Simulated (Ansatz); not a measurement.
**The germanium atom (triplet): from Hartree-Fock to the top rungs, def2-SVPD**

Aim: climb from Hartree-Fock through coupled cluster for the germanium atom (triplet) at one geometry and basis, and see what each rung misses.

The runs use Ansatz 0.2.0, Gaussian basis; def2-SVPD, core rule «outside noble gas», up to 14 orbitals frozen.

Plan: UHF; CCSD(T) on ROHF; Full CI.

**1. The atom**

A free atom, in its lowest state of this spin that the program finds. No spin-orbit coupling is included. The filled d shell of Ge may be among the frozen orbitals whatever the setting's name suggests; the logs give the count.

1 atom, charge 0, spin multiplicity 3.

In the tables R marks a restricted open-shell determinant and U an unrestricted one; energies count from the table's Hartree-Fock row.

**2. UHF**

in.yaml

```yaml
crystal:
  periodic: [false, false, false]
  atoms:
    - {symbol: Ge, position_ang: [0.000000, 0.000000, 0.000000]}
basis:
  gaussian: {orbitals: def2-SVPD}
magnetization: {spin_polarized: true, initial_magnetization: 2}
hamiltonian: {xc: hf}
output: {orbitals: {seedname: orbitals}}
```

The run is started by

```bash
ansatz run in.yaml --threads 1 --pin off --events-out ev --progress --plain --max-ram 2393MiB
```

Standard output:

```text
Functional definition: HF
  name "HF"
  cite "Fock, Z. Phys. 61, 126 (1930) doi:10.1007/BF01340294"
  parent pbe
  exchange = exact_x
  correlation = 0
250 factors; integrals over basis functions are off by at most 1.2e-4 eV
mean field evaluation 1: about -56465.0348 eV, gradient 3.7e0 eV
mean field evaluation 2: about -56465.0350 eV, gradient 3.7e0 eV
mean field evaluation 4: about -56465.2186 eV, gradient 1.3e-1 eV
mean field evaluation 8: about -56465.2188 eV, gradient 2.1e-6 eV
mean field evaluation 16: about -56465.2188 eV, gradient 3.5e-2 eV
mean field evaluation 32: about -56465.2186 eV, gradient 1.3e-1 eV
mean field -56465.21877573 eV, -2075.0585165082 hartree, gradient 2.4e-6 eV, S^2 2.011074; 0 other end points of the search recorded, 0 dependent functions left out
reference -56465.21877573 eV, -2075.0585165082 hartree; 17, 15 occupied and 21, 23 virtual orbitals, 250 factors
Total energy: -56465.21877573 eV, -2075.0585165082 hartree
```

It took 0.94 s on 1 thread of AMD EPYC 7R43, shared host.

From the report: ⟨S²⟩ of the determinant 2.011 (pure triplet: 2.00).

**3. CCSD(T) on ROHF**

in.yaml

```yaml
crystal:
  periodic: [false, false, false]
  atoms:
    - {symbol: Ge, position_ang: [0.000000, 0.000000, 0.000000]}
basis:
  gaussian: {orbitals: def2-SVPD}
magnetization: {spin_polarized: false, initial_magnetization: 2}
correlation: {method: ccsd_t, electrons: outside_noble_gas}
```

The command is unchanged.

Standard output:

```text
Functional definition: HF
  name "HF"
  cite "Fock, Z. Phys. 61, 126 (1930) doi:10.1007/BF01340294"
  parent pbe
  exchange = exact_x
  correlation = 0
250 factors; integrals over basis functions are off by at most 1.2e-4 eV
mean field evaluation 1: about -56464.9496 eV, gradient 3.3e0 eV
mean field evaluation 2: about -56464.9496 eV, gradient 3.3e0 eV
mean field evaluation 4: about -56465.1156 eV, gradient 6.5e-1 eV
mean field evaluation 8: about -56465.1165 eV, gradient 8.2e-4 eV
mean field evaluation 16: about -56465.1164 eV, gradient 8.5e-2 eV
mean field evaluation 32: about -56465.1165 eV, gradient 7.5e-7 eV
mean field evaluation 64: about -56465.1165 eV, gradient 8.6e-3 eV
mean field -56465.11650561 eV, -2075.0547581504 hartree, gradient 2.5e-6 eV, S^2 2.000000; 5 other end points of the search recorded, 0 dependent functions left out
mean field evaluation 96: about -56465.0350 eV, gradient 3.7e0 eV
14 core orbitals not correlated: weight in the atoms' cores, before any rotation towards them, 1.000 or more for the frozen orbitals, at most 0.000 for the correlated occupied ones
reference -56465.11650561 eV, -2075.0547581504 hartree; 3, 1 occupied and 21, 23 virtual orbitals, 250 factors
second order -1.18177675 eV of doubles, -0.05639757 eV of singles
cycle   1  -1.55425960 eV  change   -3.2e-1 eV  update   5.1e-2
cycle   2  -1.67759016 eV  change   -1.2e-1 eV  update   1.9e-2
cycle   3  -1.68375007 eV  change   -6.2e-3 eV  update   4.7e-3
cycle   4  -1.68563305 eV  change   -1.9e-3 eV  update   8.2e-4
cycle   5  -1.68493591 eV  change    7.0e-4 eV  update   1.6e-4
cycle   6  -1.68520976 eV  change   -2.7e-4 eV  update   4.1e-5
cycle   7  -1.68514168 eV  change    6.8e-5 eV  update   9.6e-6
cycle   8  -1.68515203 eV  change   -1.0e-5 eV  update   1.7e-6
cycle   9  -1.68515126 eV  change    7.6e-7 eV  update   3.6e-7
perturbative correction -0.02973335 eV, -0.0010926806 hartree
Total energy: -56466.83139022 eV, -2075.1177789977 hartree
```

Run time: 2 s. Hardware: 1 thread of AMD EPYC 7R43, shared host.

From the report: correlation -1.7149 eV; T1 0.021; largest double amplitude 0.10.

**4. Full CI**

Changes to in.yaml since step 3:

```diff
@@ -7,2 +7,2 @@
 magnetization: {spin_polarized: false, initial_magnetization: 2}
-correlation: {method: ccsd_t, electrons: outside_noble_gas}
+correlation: {method: fci, electrons: outside_noble_gas}
```

Launched as before.

Standard output:

```text
Functional definition: HF
  name "HF"
  cite "Fock, Z. Phys. 61, 126 (1930) doi:10.1007/BF01340294"
  parent pbe
  exchange = exact_x
  correlation = 0
344 factors; integrals over basis functions are off by at most 4.2e-8 eV
mean field evaluation 1: about -56464.9496 eV, gradient 3.3e0 eV
mean field evaluation 2: about -56464.9496 eV, gradient 3.3e0 eV
mean field evaluation 4: about -56465.1156 eV, gradient 6.5e-1 eV
mean field evaluation 8: about -56465.1165 eV, gradient 2.7e-3 eV
mean field evaluation 16: about -56465.1164 eV, gradient 1.4e-1 eV
mean field evaluation 32: about -56465.1164 eV, gradient 1.0e-1 eV
mean field -56465.11650898 eV, -2075.0547582744 hartree, gradient 2.9e-6 eV, S^2 2.000000; 3 other end points of the search recorded, 0 dependent functions left out
14 core orbitals not correlated: weight in the atoms' cores, before any rotation towards them, 1.000 or more for the frozen orbitals, at most 0.000 for the correlated occupied ones
reference -56465.11650898 eV, -2075.0547582744 hartree; 3, 1 occupied and 21, 23 virtual orbitals, 344 factors
state -56466.84210156 eV, -2075.1181726320 hartree
Total energy: -56466.84210156 eV, -2075.1181726320 hartree
```

Run time: 2.9 s. Hardware: 1 thread of AMD EPYC 7R43, shared host.

From the report: 9,920 determinants, symmetry B2g.

**5. How many determinants matter**

Natural occupations of the FCI state about the gap (report; correlated orbitals 1 to 10): 1.922, 0.987, 0.987, 0.042, 0.012, 0.012, 0.008, 0.008, 0.007, 0.005. The count of effectively unpaired electrons, Σ n²(2 − n)², is 2.03; a single determinant of this spin has 2.

**6. The ladder**

The yardstick is full CI for this spin, exact in this basis with these frozen cores. Rows without a time come out of other runs: HF, MP2 and CCSD of CCSD(T), CCSDT of CCSDT(Q).

| method | energy from the lowest RHF (meV) | from FCI (meV) | time |
| --- | --- | --- | --- |
| RHF | 0.0 | +1725.6 |  |
| UHF | -102.3 | +1623.3 | 0.94 s |
| RMP2 | -1238.2 | +487.4 |  |
| RCCSD | -1685.2 | +40.4 |  |
| RCCSD(T) | -1714.9 | +10.7 | 2 s |
| FCI | -1725.6 | 0 | 2.9 s |

**7. Summary of results**

```
                         quantity            value
         FCI below the RHF energy       -1.7256 eV
                    RMP2 from FCI       +487.4 meV
                   RCCSD from FCI        +40.4 meV
                RCCSD(T) from FCI        +10.7 meV
levels within 1 kcal/mol (43 meV)  RCCSD, RCCSD(T)
                    T1 diagnostic            0.021
   effectively unpaired electrons             2.03
```

What this shows: RCCSD(T) lands +10.7 meV from the yardstick (0.6 % of the correlation energy). One determinant dominates. These misses are within one basis, not against nature.
